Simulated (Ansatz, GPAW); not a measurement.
CrTeSe: PBE in single-zeta orbitals, run from Python

These are simulated results from GPAW 26.7.0, not measurements. The cell was built from a prototype and was relaxed with r2SCAN in plane waves (Ansatz 0.2.0). It may be hypothetical. It is a single sheet, repeated along a and b, with vacuum along c. All runs are without spin polarisation, and a magnetic state may lie lower.

In-plane lattice: a = 3.367 Å, b = 3.367 Å, γ = 120.0°; thickness between the outer nuclei 3.23 Å. Cr has 3 Se at 2.42 Å and 3 Te at 2.64 Å; Se has 3 Cr at 2.42 Å; Te has 3 Cr at 2.64 Å.

The basis is minimal: single zeta, one radial function for each shell that the log's basis lists. It describes the filled bands fairly and the empty ones poorly.

The script, run.py:

```python
import json
from ase import Atoms
from gpaw import GPAW, PW, FermiDirac

atoms = Atoms(['Cr', 'Se', 'Te'],
              cell=[[3.36724556, 0.0, 0.0], [-1.68362278, 2.9161202, 0.0], [0.0, 0.0, 30.27061764]],
              scaled_positions=[[0.0, 0.0, 0.301097439], [0.333333333, 0.666666667, 0.348848534], [0.666666667, 0.333333333, 0.242008076]],
              pbc=True)
calc = GPAW(mode='lcao', basis='sz(dzp)', h=0.2, xc='PBE', kpts={'size': (6, 6, 1), 'gamma': True},
            occupations=FermiDirac(0.02), maxiter=100, legacy_gpaw=True, txt='gpaw.txt')
atoms.calc = calc
res = {'energy': atoms.get_potential_energy(force_consistent=True)}
res['electrons'] = calc.get_number_of_electrons()
res['k'] = calc.get_ibz_k_points().tolist()
res['levels'] = [calc.get_eigenvalues(kpt=i).tolist() for i in range(len(res['k']))]
points = [[0.0, 0.0, 0.0], [0.5, 0.0, 0.0], [0.333333, 0.333333, 0.0], [0.3, 0.3, 0.0]]
bands = calc.fixed_density(kpts=points, symmetry='off', txt='bands.txt')
res['points'] = [bands.get_eigenvalues(kpt=i).tolist() for i in range(len(points))]
json.dump(res, open('results.json', 'w'))
print('free energy (eV):', round(res['energy'], 5))
```

Command: `python run.py`. It took 7.5 s on 1 thread of Arm Neoverse V1 (shared host), peak memory 0.22 GiB.

The log gpaw.txt, trimmed of paths, versions and times, then the last line on the terminal. An iter line gives the energy in eV and the logarithms of the changes of orbitals (plane waves alone) and density (c: converged):

```
___ ___ ___ _ _ _
 |   |   |_  | | | |

 | | | | | . | | | |

 |__ |  _|___|_____|  26.7.0
 |___|_|

Input parameters:
  basis: sz(dzp)
  h: 0.2
  kpts: {gamma: True,
         size: (6, 6, 1)}
  maxiter: 100
  mode: lcao
  occupations: {fixmagmom: False,
                name: fermi-dirac,
                width: 0.02}
  xc: PBE

System changes: positions, numbers, cell, pbc, initial_charges, initial_magmoms

Initialize ...

species:
  Cr:
    name:    Chromium
    Z:       24.0
    valence: 6
    core:    18
    charge:  0.0  # [|e|]
    compensation charges:
      type: gauss
      rc: 0.35  # [Å]
      lmax: 2
    cutoffs:
      filter: 2.14  # [Å]
      core: 3.04  # [Å]
    projectors
    | kind |    occ | energy [eV] | rcut [Å] |

    |------|--------|-------------|----------|

    |   4s |  1.000 |      -4.007 |    1.164 |

    |   4p |  0.000 |      -0.989 |    1.217 |

    |   3d |  5.000 |      -2.913 |    1.111 |

    |    s |        |      23.205 |    1.164 |

    |    p |        |      26.223 |    1.217 |

    |    d |        |      24.299 |    1.111 |

    LCAO basis set for Cr:
      Name: sz(dzp)
      Number of radial functions: 2
      Number of spherical harmonics: 6
        l=0, rc=9.8906 Bohr: 4s-sz confined orbital
        l=2, rc=6.6406 Bohr: 3d-sz confined orbital
      Number of RI-basis functions 0

  Se:
    name:    Selenium
    Z:       34.0
    valence: 6
    core:    28
    charge:  0.0  # [|e|]
    compensation charges:
      type: gauss
      rc: 0.27  # [Å]
      lmax: 2
    cutoffs:
      filter: 1.77  # [Å]
      core: 2.67  # [Å]
    projectors
    | kind |    occ | energy [eV] | rcut [Å] |

    |------|--------|-------------|----------|

    |   4s |  2.000 |     -17.277 |    0.847 |

    |   4p |  4.000 |      -6.512 |    1.005 |

    |    s |        |       9.935 |    0.847 |

    |    p |        |      20.699 |    1.005 |

    |    d |        |       0.000 |    0.847 |

    LCAO basis set for Se:
      Name: sz(dzp)
      Number of radial functions: 2
      Number of spherical harmonics: 4
        l=0, rc=5.7344 Bohr: 4s-sz confined orbital
        l=1, rc=7.2656 Bohr: 4p-sz confined orbital
      Number of RI-basis functions 0

  Te:
    name:    Tellurium
    Z:       52.0
    valence: 6
    core:    46
    charge:  0.0  # [|e|]
    compensation charges:
      type: gauss
      rc: 0.36  # [Å]
      lmax: 2
    cutoffs:
      filter: 2.09  # [Å]
      core: 3.17  # [Å]
    projectors
    | kind |    occ | energy [eV] | rcut [Å] |

    |------|--------|-------------|----------|

    |   5s |  2.000 |     -15.089 |    1.180 |

    |   5p |  4.000 |      -5.955 |    1.196 |

    |    s |        |      12.123 |    1.180 |

    |    p |        |      21.256 |    1.196 |

    |    d |        |       0.000 |    1.238 |

    LCAO basis set for Te:
      Name: sz(dzp)
      Number of radial functions: 2
      Number of spherical harmonics: 4
        l=0, rc=6.2500 Bohr: 5s-sz confined orbital
        l=1, rc=8.0156 Bohr: 5p-sz confined orbital
      Number of RI-basis functions 0

Reference energy: -279476.593014  # eV

Spin-paired calculation

Convergence criteria:
 Maximum [total energy] change in last 3 cyles: 0.0005 eV / valence electron
 Maximum integral of absolute [dens]ity change: 0.0001 electrons / valence electron
 Maximum integral of absolute [eigenst]ate change: 4e-08 eV^2 / valence electron
 Maximum number of scf [iter]ations: 100
 (Square brackets indicate name in SCF output, whereas a 'c' in
 the SCF output indicates the quantity has converged.)

Symmetries present (total): 2

  ( 1  0  0)  (-1  0  0)
  ( 0  1  0)  ( 1  1  0)
  ( 0  0  1)  ( 0  0  1)

36 k-points: 6 x 6 x 1 Monkhorst-Pack grid + [1/12,1/12,0.000000]
13 k-points in the irreducible part of the Brillouin zone
       k-points in crystal coordinates                weights
   0:     0.00000000    0.00000000    0.00000000          1/36
   1:     0.00000000    0.16666667    0.00000000          2/36
   2:     0.00000000    0.33333333    0.00000000          2/36
   3:     0.00000000    0.50000000    0.00000000          1/36
   4:     0.16666667    0.00000000    0.00000000          4/36
   5:     0.16666667    0.16666667    0.00000000          4/36
   6:     0.16666667    0.50000000    0.00000000          4/36
   7:     0.33333333   -0.16666667    0.00000000          2/36
   8:     0.33333333    0.00000000    0.00000000          4/36
   9:     0.33333333    0.33333333    0.00000000          2/36
          ...
  12:     0.50000000    0.50000000    0.00000000          2/36

Wave functions: LCAO
  Diagonalizer: Serial LAPACK
  Atomic Correction: dense with blas
  Data-type: complex

Occupation numbers: Fermi-Dirac:
  width: 0.0200  # eV

Eigensolver
   LCAO using direct dense diagonalizer

Densities:
  Coarse grid: 16*16*152 grid
  Fine grid: 32*32*304 grid
  Total Charge: 0.000000

Density mixing:
  Method: separate
  Backend: msr1
  Linear mixing parameter: 0.05
  old densities: 10
  Width of damping distribution: 1.1
  Damping of long wavelength oscillations: 20

Hamiltonian:
  XC and Coulomb potentials evaluated on a 32*32*304 grid
  Using the PBE Exchange-Correlation functional
  Interpolation: tri-quintic (5. degree polynomial)
  Poisson solver: FastPoissonSolver using
    Stencil: 8*3+1=25 point O(h^6) finite-difference Laplacian
    FFT axes: [np.int64(0), np.int64(1), np.int64(2)]
    FST axes: []

XC parameters: PBE with 2 nearest neighbor stencil

Memory estimate:
  Process memory now: 145.21 MiB
  Calculator: 34.79 MiB
    Density: 25.36 MiB
      Arrays: 7.72 MiB
      Localized functions: 11.70 MiB
      Mixer: 5.94 MiB
    Hamiltonian: 5.87 MiB
      Arrays: 5.05 MiB
      XC: 0.00 MiB
      Poisson: 0.00 MiB
      vbar: 0.82 MiB
    Wavefunctions: 3.57 MiB
      C [qnM]: 0.04 MiB
      S, T [2 x qmm]: 0.08 MiB
      P [aqMi]: 0.01 MiB
      BasisFunctions: 3.45 MiB
      Eigensolver: 0.00 MiB

Total number of cores used: 1

Number of atoms: 3
Number of atomic orbitals: 14
Number of bands in calculation: 14
Number of valence electrons: 18
Bands to converge: occupied
Positions:
   0 Cr     0.000000    0.000000    9.114405    ( 0.0000,  0.0000,  0.0000)
   1 Se    -0.000000    1.944080   10.559861    ( 0.0000,  0.0000,  0.0000)
   2 Te     1.683623    0.972040    7.325734    ( 0.0000,  0.0000,  0.0000)

Unit cell:
           periodic     x           y           z      points  spacing
  1. axis:    yes    3.367246    0.000000    0.000000    16     0.1823
  2. axis:    yes   -1.683623    2.916120    0.000000    16     0.1823
  3. axis:    yes    0.000000    0.000000   30.270618   152     0.1991

  Lengths:   3.367246   3.367246  30.270618
  Angles:   90.000000  90.000000 120.000000

Effective grid spacing dv^(1/3) = 0.1969

iter:   1   -15.441054        c
iter:   2   -14.560308        c -1.07
iter:   3   -14.009955        c -1.22
iter:   4   -13.959645        c -1.40
iter:   5   -13.942771        c -1.47
iter:   6   -13.884126        c -1.69
iter:   7   -13.883680        c -2.48
iter:   8   -13.882599c       c -2.53
iter:   9   -13.882428c       c -2.96
iter:  10   -13.882417c       c -3.44
iter:  11   -13.882413c       c -3.96
iter:  12   -13.882413c       c -5.03c

Converged after 12 iterations.

Energy contributions relative to reference atoms: (reference = -279476.593014)

Kinetic:        +55.210764
Potential:      -52.624106
External:        +0.000000
XC:             -16.629041
Entropy (-ST):   -0.003664
Local:           +0.161802
SIC:             +0.000000
--------------------------
Free energy:    -13.884245
Extrapolated:   -13.882413

Showing only first 2 kpts
 Kpt  Band  Eigenvalues  Occupancy
  0     7     -3.13365    2.00000
  0     8     -2.54101    1.99904
  0     9     -0.99026    0.00000
  0    10     -0.98969    0.00000

  1     7     -3.47121    2.00000
  1     8     -2.78858    2.00000
  1     9     -1.75007    0.00000
  1    10     -1.11778    0.00000

Fermi level: -2.38825

Gap: 0.018 eV
Transition (v -> c):
  (s=0, k=9, n=8, [0.33, 0.33, 0.00]) -> (s=0, k=12, n=9, [0.50, 0.50, 0.00])
Direct/indirect transitions are different
Direct gap: 0.130 eV
Transition at: (s=0, k=9, n=8, [0.33, 0.33, 0.00])

free energy (eV): -13.88425
```

The gap in the log is over the mesh alone; results.json adds the listed points. PBE in single-zeta orbitals gives a level spacing of 0.02 eV, too small to call a gap. On the same cell, plane-wave PBE (Ansatz, 12×12×1 k points and the special points) gives no gap (an overlap of 0.01 eV at the points read) and r2SCAN a level spacing of 0.02 eV, too small to call a gap; on shared hosts these took about 21 and 54 core-seconds on the 3-atom cell, against 7.5 for the script. Spin-orbit coupling, left out in all these runs, can cut or reorder the gap by tenths of an eV, up to about 1 eV with Pb or Bi.

Spin-orbit coupling is left out, which matters wherever the heavy atoms make up the band edges.
